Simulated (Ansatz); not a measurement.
**SiF₂ + HBr: a complex and its separated parts, part 1 of 2**

Aim: how far the complex at one end of a reaction step lies below its separated, relaxed parts, level by level.

Computed with Ansatz 0.2.0, Gaussian basis. Level: PBE0-D4/def2-TZVP structures, single points in def2-TZVPP, no counterpoise correction.

Levels: SPW92, PBE-D4, BLYP-D4, r2SCAN-D4, B97M-V, PBE0-D4, B3LYP-D4, r2SCAN0-D4, BHLYP-D4, CAM-B3LYP-D4, wB97X-V, wB97M-V, B2PLYP, PBE-QIDH, RPA on PBE, Hartree-Fock, MP2, CCSD, CCSD(T).

Cores are frozen in the correlated methods. Filled d shells of the heavier atoms are correlated. B3LYP uses VWN-RPA correlation. B2PLYP carries no dispersion term here.

56 further runs of the same task are left out: 56 set aside as unsound or not needed.

### 1 The starting structure

The complex: 5 atoms, charge 0, spin multiplicity 1.

Atoms are counted from 1 here; the program's logs count them from 0.

Bond lengths: Si1–F4 1.606 Å, Si1–F5 1.606 Å, Br2–H3 1.422 Å. Angles: F4–Si1–F5 100.2°.

As a file:

```csv
atom,x (Å),y (Å),z (Å)
Si1,-1.22075,0.24884,0.45474
Br2,1.63682,-0.36145,-0.94236
H3,1.05013,-0.33423,-2.23763
F4,-0.51609,1.43329,1.27988
F5,-0.95002,-0.98634,1.44538
```

Its parts: SiF₂ holds atoms 1, 4, 5; HBr holds atoms 2, 3. Each part counts its atoms afresh in its own runs.

### 2 Relaxing SiF₂ alone

The input, relax-a/in.yaml:

```yaml
crystal:
  periodic: [false, false, false]
  atoms:
    - {symbol: Si, position_ang: [-1.220747, 0.248835, 0.454737]}
    - {symbol: F, position_ang: [-0.516085, 1.433286, 1.279876]}
    - {symbol: F, position_ang: [-0.950018, -0.986344, 1.445379]}
basis:
  gaussian: {orbitals: def2-TZVP}
hamiltonian: {xc: pbe0, dispersion: d4}
relax: {f_tol: 0.005, max_steps: 200}
```

Launch:

```
$ ansatz run in.yaml --threads 4 --pin off --events-out ev --progress --plain --max-ram 9574MiB
```

Output, cut to the lines that bear on the results:

```text
Functional definition: PBE0
  name "PBE0"
  cite "Adamo & Barone, J. Chem. Phys. 110, 6158 (1999) doi:10.1063/1.478522"
  cite "Perdew, Burke & Ernzerhof, Phys. Rev. Lett. 77, 3865 (1996) doi:10.1103/PhysRevLett.77.3865"
  parent pbe
[...]
580 factors; their error is unknown
[...]
mean field -13308.00357705 eV, -489.0601109678 hartree, gradient 3.8e-6 eV, S^2 0.000000; 0 other end points of the search recorded, 0 dependent functions left out
[...]
reference -13308.00359506 eV, -489.0601116296 hartree; 16, 16 occupied and 83, 83 virtual orbitals, 580 factors
[...]
580 factors; their error is unknown
[...]
mean field -13308.00449262 eV, -489.0601446145 hartree, gradient 2.1e-5 eV, S^2 0.000000; 1 other end points of the search recorded, 0 dependent functions left out
[...]
reference -13308.00451063 eV, -489.0601452762 hartree; 16, 16 occupied and 83, 83 virtual orbitals, 580 factors
Total energy: -13308.03433241 eV, -489.0612412064 hartree
Atom 0 at    -1.218245     0.248705     0.459395 Å, force    -0.000180     0.000009    -0.000335 eV/Å
Atom 1 at    -0.517302     1.433543     1.277534 Å, force     0.000241     0.000835     0.000110 eV/Å
Atom 2 at    -0.951303    -0.986471     1.443063 Å, force    -0.000061    -0.000844     0.000225 eV/Å
Dipole moment:    -0.107049     0.005567    -0.199281 e Å
```

Wall time 2.1 s (4 threads of Arm Neoverse V1, shared host).

Step by step:

```csv
step,energy from step 1 (eV),largest force component (eV/Å)
1,0.0000,0.2086
2,-0.0006,0.1326
3,-0.0009,0.0008
```

Close pairs (by a distance rule), those that changed most:

```csv
bond,before (Å),after (Å),change (Å)
Si1–F3,1.606,1.601,-0.005
Si1–F2,1.606,1.601,-0.005
```

### 3 Relaxing HBr alone

The input, relax-b/in.yaml:

```yaml
crystal:
  periodic: [false, false, false]
  atoms:
    - {symbol: Br, position_ang: [1.636820, -0.361448, -0.942364]}
    - {symbol: H, position_ang: [1.050131, -0.334229, -2.237628]}
basis:
  gaussian: {orbitals: def2-TZVP}
hamiltonian: {xc: pbe0, dispersion: d4}
relax: {f_tol: 0.005, max_steps: 200}
```

Launch:

```
$ ansatz run in.yaml --threads 4 --pin off --events-out ev --progress --plain --max-ram 9574MiB
```

Output, cut to the lines that bear on the results:

```text
[... 5 set-up lines as earlier in the session ...]
[...]
457 factors; their error is unknown
[...]
mean field -70054.57274616 eV, -2574.4580637263 hartree, gradient 2.1e-5 eV, S^2 0.000000; 0 other end points of the search recorded, 0 dependent functions left out
[...]
reference -70054.57279943 eV, -2574.4580656843 hartree; 18, 18 occupied and 36, 36 virtual orbitals, 457 factors
Total energy: -70054.57831875 eV, -2574.4582685156 hartree
Atom 0 at     1.636479    -0.361432    -0.943117 Å, force     0.000005    -0.000000     0.000010 eV/Å
Atom 1 at     1.050472    -0.334245    -2.236875 Å, force    -0.000005     0.000000    -0.000010 eV/Å
Dipole moment:    -0.081819     0.003796    -0.180637 e Å
```

Wall time 1 s (4 threads of Arm Neoverse V1, shared host).

Relaxation path:

```csv
step,energy from step 1 (eV),largest force component (eV/Å)
1,0.0000,0.0390
2,0.0000,0.0071
3,0.0000,0.0000
```

The bond:

```csv
bond,before (Å),after (Å),change (Å)
Br1–H2,1.422,1.421,-0.002
```

### 4 SPW92/def2-TZVPP

The input, parta/in.yaml:

```yaml
crystal:
  periodic: [false, false, false]
  atoms:
    - {symbol: Si, position_ang: [-1.218245, 0.248705, 0.459395]}
    - {symbol: F, position_ang: [-0.517302, 1.433543, 1.277534]}
    - {symbol: F, position_ang: [-0.951303, -0.986471, 1.443063]}
basis:
  gaussian: {orbitals: def2-TZVPP}
hamiltonian: {xc: lda}
```

The input, partb/in.yaml:

```yaml
crystal:
  periodic: [false, false, false]
  atoms:
    - {symbol: Br, position_ang: [1.636479, -0.361432, -0.943117]}
    - {symbol: H, position_ang: [1.050472, -0.334245, -2.236875]}
basis:
  gaussian: {orbitals: def2-TZVPP}
hamiltonian: {xc: lda}
```

Each run has its own folder and the same command.

Launch:

```
$ ansatz run in.yaml --threads 4 --pin off --events-out ev --progress --plain --max-ram 9574MiB
```

Output in parta, cut to the lines that bear on the results:

```text
Functional definition: SPW92
  name "SPW92"
  cite "Dirac, Proc. Camb. Phil. Soc. 26, 376 (1930) doi:10.1017/S0305004100016108"
  cite "Slater, Phys. Rev. 81, 385 (1951) doi:10.1103/PhysRev.81.385"
  cite "Perdew & Wang, Phys. Rev. B 45, 13244 (1992) doi:10.1103/PhysRevB.45.13244"
[...]
600 factors; their error is unknown
[...]
mean field -13250.82839922 eV, -486.9589619373 hartree, gradient 1.1e-5 eV, S^2 0.000000; 0 other end points of the search recorded, 0 dependent functions left out
reference -13250.82842242 eV, -486.9589627897 hartree; 16, 16 occupied and 88, 88 virtual orbitals, 600 factors
Total energy: -13250.82842242 eV, -486.9589627897 hartree
```

Log of partb, cut to the lines that bear on the results:

```text
[... 5 set-up lines as earlier in the session ...]
[...]
435 factors; their error is unknown
[...]
mean field -69965.45702912 eV, -2571.1831215301 hartree, gradient 6.0e-6 eV, S^2 0.000000; 0 other end points of the search recorded, 0 dependent functions left out
reference -69965.45705017 eV, -2571.1831223036 hartree; 18, 18 occupied and 44, 44 virtual orbitals, 435 factors
Total energy: -69965.45705017 eV, -2571.1831223036 hartree
```

Wall times: 0.25 s (parta), 0.15 s (partb) on 4 threads of Arm Neoverse V1, shared host.

### 5 PBE-D4/def2-TZVPP

Each input of step 4 (parta, partb) changes in the same lines:

```diff
-hamiltonian: {xc: lda}
+hamiltonian: {xc: pbe, dispersion: d4}
```

One command serves all of them, each in its own folder.

Launch:

```
$ ansatz run in.yaml --threads 4 --pin off --events-out ev --progress --plain --max-ram 9574MiB
```

Output in parta, cut to the lines that bear on the results:

```text
Functional definition: PBE
  name "PBE"
[... 2 set-up lines as earlier in the session ...]
[...]
600 factors; their error is unknown
[...]
mean field -13307.45447601 eV, -489.0399318769 hartree, gradient 1.0e-5 eV, S^2 0.000000; 0 other end points of the search recorded, 0 dependent functions left out
reference -13307.45450092 eV, -489.0399327921 hartree; 16, 16 occupied and 88, 88 virtual orbitals, 600 factors
Total energy: -13307.49085925 eV, -489.0412689363 hartree
```

Log of partb, cut to the lines that bear on the results:

```text
[... 4 set-up lines as earlier in the session ...]
[...]
435 factors; their error is unknown
[...]
mean field -70052.13668362 eV, -2574.3685400795 hartree, gradient 1.9e-5 eV, S^2 0.000000; 0 other end points of the search recorded, 0 dependent functions left out
reference -70052.13670628 eV, -2574.3685409122 hartree; 18, 18 occupied and 44, 44 virtual orbitals, 435 factors
Total energy: -70052.14349135 eV, -2574.3687902587 hartree
```

Wall times: 0.55 s (parta), 0.25 s (partb) on 4 threads of Arm Neoverse V1, shared host.

### 6 BLYP-D4/def2-TZVPP

Each input of step 5 (parta, partb) changes in the same lines:

```diff
-hamiltonian: {xc: pbe, dispersion: d4}
+hamiltonian: {xc: {name: BLYP}, dispersion: d4}
```

Each run has its own folder and the same command.

Launch:

```
$ ansatz run in.yaml --threads 4 --pin off --events-out ev --progress --plain --max-ram 9574MiB
```

Log of parta, cut to the lines that bear on the results:

```text
Functional definition: BLYP
  name "BLYP"
  cite "Becke, Phys. Rev. A 38, 3098 (1988) doi:10.1103/PhysRevA.38.3098"
  cite "Lee, Yang & Parr, Phys. Rev. B 37, 785 (1988) doi:10.1103/PhysRevB.37.785"
[...]
600 factors; their error is unknown
[...]
mean field -13316.49469668 eV, -489.3721538586 hartree, gradient 1.2e-5 eV, S^2 0.000000; 0 other end points of the search recorded, 0 dependent functions left out
reference -13316.49491793 eV, -489.3721619894 hartree; 16, 16 occupied and 88, 88 virtual orbitals, 600 factors
Total energy: -13316.57886379 eV, -489.3752469428 hartree
```

Output in partb, cut to the lines that bear on the results:

```text
[... 4 set-up lines as earlier in the session ...]
[...]
435 factors; their error is unknown
[...]
mean field -70063.39684481 eV, -2574.7823433707 hartree, gradient 8.5e-5 eV, S^2 0.000000; 0 other end points of the search recorded, 0 dependent functions left out
reference -70063.39705318 eV, -2574.7823510283 hartree; 18, 18 occupied and 44, 44 virtual orbitals, 435 factors
Total energy: -70063.41302510 eV, -2574.7829379854 hartree
```

Wall times: 0.4 s (parta), 0.25 s (partb) on 4 threads of Arm Neoverse V1, shared host.

### 7 r2SCAN-D4/def2-TZVPP

Each input of step 6 (parta, partb) changes in the same lines:

```diff
-hamiltonian: {xc: {name: BLYP}, dispersion: d4}
+hamiltonian: {xc: r2scan, dispersion: d4}
```

One command serves all of them, each in its own folder.

Launch:

```
$ ansatz run in.yaml --threads 4 --pin off --events-out ev --progress --plain --max-ram 9574MiB
```

Output in parta, cut to the lines that bear on the results:

```text
Functional definition: r2SCAN
  name "r2SCAN"
  cite "Furness, Kaplan, Ning, Perdew & Sun, J. Phys. Chem. Lett. 11, 8208 (2020) doi:10.1021/acs.jpclett.0c02405"
  cite "Furness, Kaplan, Ning, Perdew & Sun, J. Phys. Chem. Lett. 11, 9248 (2020) doi:10.1021/acs.jpclett.0c03077"
  parent r2scan
[...]
600 factors; their error is unknown
[...]
mean field -13313.54135468 eV, -489.2636205419 hartree, gradient 9.2e-6 eV, S^2 0.000000; 0 other end points of the search recorded, 0 dependent functions left out
reference -13313.54136181 eV, -489.2636208040 hartree; 16, 16 occupied and 88, 88 virtual orbitals, 600 factors
Total energy: -13313.54910660 eV, -489.2639054199 hartree
```

Output in partb, cut to the lines that bear on the results:

```text
[... 5 set-up lines as earlier in the session ...]
[...]
435 factors; their error is unknown
[...]
mean field -70062.28305422 eV, -2574.7414123216 hartree, gradient 2.3e-5 eV, S^2 0.000000; 0 other end points of the search recorded, 0 dependent functions left out
reference -70062.28306033 eV, -2574.7414125460 hartree; 18, 18 occupied and 44, 44 virtual orbitals, 435 factors
Total energy: -70062.28451942 eV, -2574.7414661667 hartree
```

Wall times: 0.95 s (parta), 0.6 s (partb) on 4 threads of Arm Neoverse V1, shared host.

### 8 B97M-V/def2-TZVPP

Each input of step 7 (parta, partb) changes in the same lines:

```diff
-hamiltonian: {xc: r2scan, dispersion: d4}
+hamiltonian: {xc: {name: B97M-V}}
```

Each run has its own folder and the same command.

Launch:

```
$ ansatz run in.yaml --threads 4 --pin off --events-out ev --progress --plain --max-ram 9574MiB
```

parta printed, cut to the lines that bear on the results:

```text
Functional definition: B97M-V
  name "B97M-V"
  cite "Mardirossian & Head-Gordon, J. Chem. Phys. 142, 074111 (2015) doi:10.1063/1.4907719"
  cite "Becke, J. Chem. Phys. 107, 8554 (1997) doi:10.1063/1.475007"
  cite "Vydrov & Van Voorhis, J. Chem. Phys. 133, 244103 (2010) doi:10.1063/1.3521275"
  # Of w^i u^j: cxij and so on, Table III.
[...]
  gx(w, u) = cx00 + cx01*u + cx02*u^2 + (cx10 + cx11*u)*w
[...]
  gos(w, u) = cos00 + cos01*u + cos03*u^3 + cos10*w + cos32*w^3*u^2
[...]
      + integral(e_c_pw_mod_opposite_spin*gos(b97_w_opposite, b97_u_opposite)) + vv10(b, c)
600 factors; their error is unknown
[...]
mean field -13312.54871201 eV, -489.2271415969 hartree, gradient 2.4e-5 eV, S^2 0.000000; 0 other end points of the search recorded, 0 dependent functions left out
reference -13312.54874905 eV, -489.2271429580 hartree; 16, 16 occupied and 88, 88 virtual orbitals, 600 factors
Total energy: -13312.54874905 eV, -489.2271429580 hartree
```

Log of partb, cut to the lines that bear on the results:

```text
[... 5 set-up lines as earlier in the session ...]
  # Of w^i u^j: cxij and so on, Table III.
[...]
  gx(w, u) = cx00 + cx01*u + cx02*u^2 + (cx10 + cx11*u)*w
[...]
  gos(w, u) = cos00 + cos01*u + cos03*u^3 + cos10*w + cos32*w^3*u^2
[...]
      + integral(e_c_pw_mod_opposite_spin*gos(b97_w_opposite, b97_u_opposite)) + vv10(b, c)
435 factors; their error is unknown
[...]
mean field -70050.13092677 eV, -2574.2948298748 hartree, gradient 1.6e-5 eV, S^2 0.000000; 0 other end points of the search recorded, 0 dependent functions left out
reference -70050.13095862 eV, -2574.2948310452 hartree; 18, 18 occupied and 44, 44 virtual orbitals, 435 factors
Total energy: -70050.13095862 eV, -2574.2948310452 hartree
```

They took 1.4 s (parta), 0.75 s (partb) on 4 threads of Arm Neoverse V1, shared host.

### 9 PBE0-D4/def2-TZVPP

The same edit goes into each in.yaml of step 8 (parta, partb):

```diff
-hamiltonian: {xc: {name: B97M-V}}
+hamiltonian: {xc: pbe0, dispersion: d4}
+output: {orbitals: {seedname: orbitals}}
```

The same command starts each run, in its folder.

Launch:

```
$ ansatz run in.yaml --threads 4 --pin off --events-out ev --progress --plain --max-ram 9574MiB
```

parta printed, cut to the lines that bear on the results:

```text
[... 5 set-up lines as earlier in the session ...]
[...]
603 factors; their error is unknown
[...]
mean field -13308.00889905 eV, -489.0603065475 hartree, gradient 6.1e-6 eV, S^2 0.000000; 0 other end points of the search recorded, 0 dependent functions left out
reference -13308.00891704 eV, -489.0603072090 hartree; 16, 16 occupied and 88, 88 virtual orbitals, 603 factors
Total energy: -13308.03873882 eV, -489.0614031391 hartree
```

partb printed, cut to the lines that bear on the results:

```text
[... 5 set-up lines as earlier in the session ...]
[...]
472 factors; their error is unknown
[...]
mean field -70054.59430821 eV, -2574.4588561171 hartree, gradient 7.1e-6 eV, S^2 0.000000; 0 other end points of the search recorded, 0 dependent functions left out
reference -70054.59432547 eV, -2574.4588567514 hartree; 18, 18 occupied and 44, 44 virtual orbitals, 472 factors
Total energy: -70054.59984479 eV, -2574.4590595827 hartree
```

Wall times: 0.55 s (parta), 0.25 s (partb) on 4 threads of Arm Neoverse V1, shared host.

### 10 B3LYP-D4/def2-TZVPP

The same edit goes into each in.yaml of step 9 (parta, partb):

```diff
-hamiltonian: {xc: pbe0, dispersion: d4}
-output: {orbitals: {seedname: orbitals}}
+hamiltonian: {xc: {name: B3LYP}, dispersion: d4}
```

Each run has its own folder and the same command.

Launch:

```
$ ansatz run in.yaml --threads 4 --pin off --events-out ev --progress --plain --max-ram 9574MiB
```

Output in parta, cut to the lines that bear on the results:

```text
Functional definition: B3LYP
  name "B3LYP"
  cite "Stephens, Devlin, Chabalowski & Frisch, J. Phys. Chem. 98, 11623 (1994) doi:10.1021/j100096a001"
[... 2 set-up lines as earlier in the session ...]
  cite "Vosko, Wilk & Nusair, Can. J. Phys. 58, 1200 (1980) doi:10.1139/p80-159"
[...]
603 factors; their error is unknown
[...]
mean field -13317.17527376 eV, -489.3971646049 hartree, gradient 1.2e-5 eV, S^2 0.000000; 0 other end points of the search recorded, 0 dependent functions left out
reference -13317.17543654 eV, -489.3971705872 hartree; 16, 16 occupied and 88, 88 virtual orbitals, 603 factors
Total energy: -13317.23531152 eV, -489.3993709520 hartree
```

Log of partb, cut to the lines that bear on the results:

```text
[... 6 set-up lines as earlier in the session ...]
[...]
472 factors; their error is unknown
[...]
mean field -70063.59659753 eV, -2574.7896841476 hartree, gradient 6.2e-6 eV, S^2 0.000000; 0 other end points of the search recorded, 0 dependent functions left out
reference -70063.59675471 eV, -2574.7896899241 hartree; 18, 18 occupied and 44, 44 virtual orbitals, 472 factors
Total energy: -70063.60788813 eV, -2574.7900990697 hartree
```

Times: 0.55 s (parta), 0.5 s (partb) on 4 threads of Arm Neoverse V1, shared host.

### 11 r2SCAN0-D4/def2-TZVPP

The same edit goes into each in.yaml of step 10 (parta, partb):

```diff
-hamiltonian: {xc: {name: B3LYP}, dispersion: d4}
+hamiltonian: {xc: {name: r2SCAN0}, dispersion: d4}
```

The same command starts each run, in its folder.

Launch:

```
$ ansatz run in.yaml --threads 4 --pin off --events-out ev --progress --plain --max-ram 9574MiB
```

parta printed, cut to the lines that bear on the results:

```text
Functional definition: r2SCAN0
  name "r2SCAN0"
  cite "Bursch, Neugebauer, Ehlert & Grimme, J. Chem. Phys. 156, 134105 (2022) doi:10.1063/5.0086040"
[... 3 set-up lines as earlier in the session ...]
[...]
603 factors; their error is unknown
[...]
mean field -13312.65668303 eV, -489.2311094586 hartree, gradient 1.5e-5 eV, S^2 0.000000; 0 other end points of the search recorded, 0 dependent functions left out
reference -13312.65668863 eV, -489.2311096643 hartree; 16, 16 occupied and 88, 88 virtual orbitals, 603 factors
Total energy: -13312.66591626 eV, -489.2314487736 hartree
```

Log of partb, cut to the lines that bear on the results:

```text
[... 6 set-up lines as earlier in the session ...]
[...]
472 factors; their error is unknown
[...]
mean field -70062.25259010 eV, -2574.7402927856 hartree, gradient 7.3e-6 eV, S^2 0.000000; 0 other end points of the search recorded, 0 dependent functions left out
reference -70062.25259498 eV, -2574.7402929651 hartree; 18, 18 occupied and 44, 44 virtual orbitals, 472 factors
Total energy: -70062.25430983 eV, -2574.7403559848 hartree
```

Times: 1 s (parta), 0.6 s (partb) on 4 threads of Arm Neoverse V1, shared host.

### 12 BHLYP-D4/def2-TZVPP

The same edit goes into each in.yaml of step 11 (parta, partb):

```diff
-hamiltonian: {xc: {name: r2SCAN0}, dispersion: d4}
+hamiltonian: {xc: {name: BHLYP}, dispersion: d4}
```

One command serves all of them, each in its own folder.

Launch:

```
$ ansatz run in.yaml --threads 4 --pin off --events-out ev --progress --plain --max-ram 9574MiB
```

parta printed, cut to the lines that bear on the results:

```text
Functional definition: BHLYP
  name "BHLYP"
  cite "Becke, J. Chem. Phys. 98, 1372 (1993) doi:10.1063/1.464304"
[... 2 set-up lines as earlier in the session ...]
[...]
660 factors; their error is unknown
[...]
mean field -13314.72295837 eV, -489.3070436766 hartree, gradient 1.7e-5 eV, S^2 0.000000; 0 other end points of the search recorded, 0 dependent functions left out
reference -13314.72306646 eV, -489.3070476490 hartree; 16, 16 occupied and 88, 88 virtual orbitals, 660 factors
Total energy: -13314.76790624 eV, -489.3086954807 hartree
```

Output in partb, cut to the lines that bear on the results:

```text
[... 5 set-up lines as earlier in the session ...]
[...]
514 factors; their error is unknown
[...]
mean field -70062.48031242 eV, -2574.7486614268 hartree, gradient 8.3e-6 eV, S^2 0.000000; 0 other end points of the search recorded, 0 dependent functions left out
reference -70062.48042028 eV, -2574.7486653902 hartree; 18, 18 occupied and 44, 44 virtual orbitals, 514 factors
Total energy: -70062.48827979 eV, -2574.7489542222 hartree
```

Wall times: 0.45 s (parta), 0.25 s (partb) on 4 threads of Arm Neoverse V1, shared host.

### 13 CAM-B3LYP-D4/def2-TZVPP

Each input of step 12 (parta, partb) changes in the same lines:

```diff
-hamiltonian: {xc: {name: BHLYP}, dispersion: d4}
+hamiltonian: {xc: {name: CAM-B3LYP}, dispersion: d4}
```

One command serves all of them, each in its own folder.

Launch:

```
$ ansatz run in.yaml --threads 4 --pin off --events-out ev --progress --plain --max-ram 9574MiB
```

Output in parta, cut to the lines that bear on the results:

```text
Functional definition: CAM-B3LYP
  name "CAM-B3LYP"
  cite "Yanai, Tew & Handy, Chem. Phys. Lett. 393, 51 (2004) doi:10.1016/j.cplett.2004.06.011"
  cite "Iikura, Tsuneda, Yanai & Hirao, J. Chem. Phys. 115, 3540 (2001) doi:10.1063/1.1383587"
[... 2 set-up lines as earlier in the session ...]
[...]
  # Exact exchange under (alpha + beta erf(omega r))/r, Becke's under what is left of 1/r.
[...]
603 factors; their error is unknown
117 factors; integrals over basis functions are off by at most 6.3e-5 eV
[...]
mean field -13315.71269568 eV, -489.3434158519 hartree, gradient 8.6e-6 eV, S^2 0.000000; 0 other end points of the search recorded, 0 dependent functions left out
reference -13315.71277506 eV, -489.3434187692 hartree; 16, 16 occupied and 88, 88 virtual orbitals, 603 factors
Total energy: -13315.74269290 eV, -489.3445182296 hartree
```

Output in partb, cut to the lines that bear on the results:

```text
[... 6 set-up lines as earlier in the session ...]
[...]
  # Exact exchange under (alpha + beta erf(omega r))/r, Becke's under what is left of 1/r.
[...]
472 factors; their error is unknown
82 factors; integrals over basis functions are off by at most 1.2e-4 eV
[...]
mean field -70066.16345670 eV, -2574.8840144824 hartree, gradient 3.1e-5 eV, S^2 0.000000; 0 other end points of the search recorded, 0 dependent functions left out
reference -70066.16353340 eV, -2574.8840173010 hartree; 18, 18 occupied and 44, 44 virtual orbitals, 472 factors
Total energy: -70066.16901109 eV, -2574.8842186026 hartree
```

Times: 0.55 s (parta), 0.3 s (partb) on 4 threads of Arm Neoverse V1, shared host.

(Continued in part 2 of 2.)
